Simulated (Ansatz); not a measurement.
# Y3Sn7: the cost of one run

All numbers below are computed with Ansatz 0.2.0 (DFT PBE, scalar-relativistic, plane waves, PAW).

## 1. The starting structure

The cell holds 20 atoms (Sn14Y6): a = 8.228 Å, b = 8.228 Å, c = 9.233 Å, α = 76.09°, β = 76.09°, γ = 85.46°.

The sites of an ideal hcp lattice, at a guessed lattice constant, take 14 Sn, 6 Y (sublattices apart by semicolons), with a shake of 0.02 Å. Warren-Cowley parameters of the first shell (negative: unlike neighbours preferred): Sn-Y -0.11. In a cell this small the draw can fall short of the order aimed at.

Structure file:

```cif
data_structure
_symmetry_space_group_name_H-M 'P 1'
_symmetry_Int_Tables_number 1
_cell_length_a 8.2283
_cell_length_b 8.2283
_cell_length_c 9.2325
_cell_angle_alpha 76.088
_cell_angle_beta 76.088
_cell_angle_gamma 85.461
_cell_volume 588.80
loop_
_atom_site_label
_atom_site_type_symbol
_atom_site_fract_x
_atom_site_fract_y
_atom_site_fract_z
_atom_site_occupancy
Y1 Y 0.24235 0.48973 0.19826 1
Y2 Y 0.73878 0.98843 0.20380 1
Y3 Y 0.05782 0.80560 0.60159 1
Y4 Y 0.35909 0.10547 0.39835 1
Y5 Y 0.76401 0.50602 0.79853 1
Y6 Y 0.65896 0.40560 0.19970 1
Sn1 Sn 0.14195 0.39262 0.59638 1
Sn2 Sn 0.94036 0.18807 0.40140 1
Sn3 Sn 0.64329 0.88999 0.59907 1
Sn4 Sn 0.43529 0.69500 0.39731 1
Sn5 Sn 0.04202 0.29460 0.00232 1
Sn6 Sn 0.84509 0.09290 0.80023 1
Sn7 Sn 0.54129 0.79549 0.00149 1
Sn8 Sn 0.34564 0.59659 0.80001 1
Sn9 Sn 0.86184 0.61045 0.40252 1
Sn10 Sn 0.55960 0.30531 0.60018 1
Sn11 Sn 0.15842 0.90660 0.20375 1
Sn12 Sn 0.95364 0.70943 0.99913 1
Sn13 Sn 0.45409 0.21243 0.99905 1
Sn14 Sn 0.26461 0.01059 0.80070 1
```

## 2. Relaxing on a coarse mesh

Cell and atoms move without symmetry, on a coarse mesh with loose thresholds.

The input, input.yaml:

```yaml
crystal:
  lattice:
    - [5.23436081, -3.02205961, -5.58331819]
    - [5.23436081, -3.02205961, 5.58331819]
    - [-1.74478692, -9.06617883, 0.0]
  atoms:
    - { symbol: "Y", position: [0.2423484346, 0.4897294315, 0.1982612756] }
    - { symbol: "Y", position: [0.7387810856, 0.9884338872, 0.2038004872] }
    - { symbol: "Y", position: [0.0578212921, 0.8056005205, 0.6015894641] }
    - { symbol: "Y", position: [0.3590857835, 0.1054722937, 0.3983512711] }
    - { symbol: "Y", position: [0.7640061589, 0.5060179053, 0.7985317017] }
    - { symbol: "Y", position: [0.6589553911, 0.4055982163, 0.1996970277] }
    - { symbol: Sn, position: [0.1419524571, 0.3926188997, 0.5963841647] }
    - { symbol: Sn, position: [0.9403556517, 0.1880697753, 0.4014034452] }
    - { symbol: Sn, position: [0.6432860922, 0.8899889817, 0.5990743736] }
    - { symbol: Sn, position: [0.4352927729, 0.6950024776, 0.3973063651] }
    - { symbol: Sn, position: [0.0420151598, 0.2945978341, 0.0023246238] }
    - { symbol: Sn, position: [0.8450888454, 0.092901089, 0.8002331883] }
    - { symbol: Sn, position: [0.5412923743, 0.7954929011, 0.0014865098] }
    - { symbol: Sn, position: [0.3456357402, 0.5965887517, 0.8000135046] }
    - { symbol: Sn, position: [0.8618422353, 0.6104526876, 0.402521539] }
    - { symbol: Sn, position: [0.5596016605, 0.3053133015, 0.6001800732] }
    - { symbol: Sn, position: [0.1584205424, 0.9065976975, 0.203747355] }
    - { symbol: Sn, position: [0.9536402162, 0.7094309789, 0.9991342816] }
    - { symbol: Sn, position: [0.4540894337, 0.212431232, 0.9990493266] }
    - { symbol: Sn, position: [0.264605688, 0.0105915155, 0.8007022344] }
  symmetry: { detect: false }
basis:
  ecutwfc: 420
kpoints:
  mp_grid: { grid: [2, 2, 2], shift: [0.5, 0.5, 0.5] }
hamiltonian:
  xc: pbe
scf:
  occupations: { method: gaussian, width: 0.1 }
  lower_state_search: "off"
output:
  forces: true
  stress: true
  eigenvalues: true
relax:
  adjacent_minimum: "off"
  f_tol: 0.04
  max_steps: 50
  cell: { stress_tol: 0.3 }
```

Launch:

```console
$ ansatz run input.yaml --threads 4 --pin off --max-ram 9216MiB --backend cpu --events-out ev --progress --plain --runs-dir out
```

What time and memory should one allow on 4 threads of Intel Xeon 6975P-C (Granite Rapids), shared host?

About 99 s, with a peak of 2 GiB.
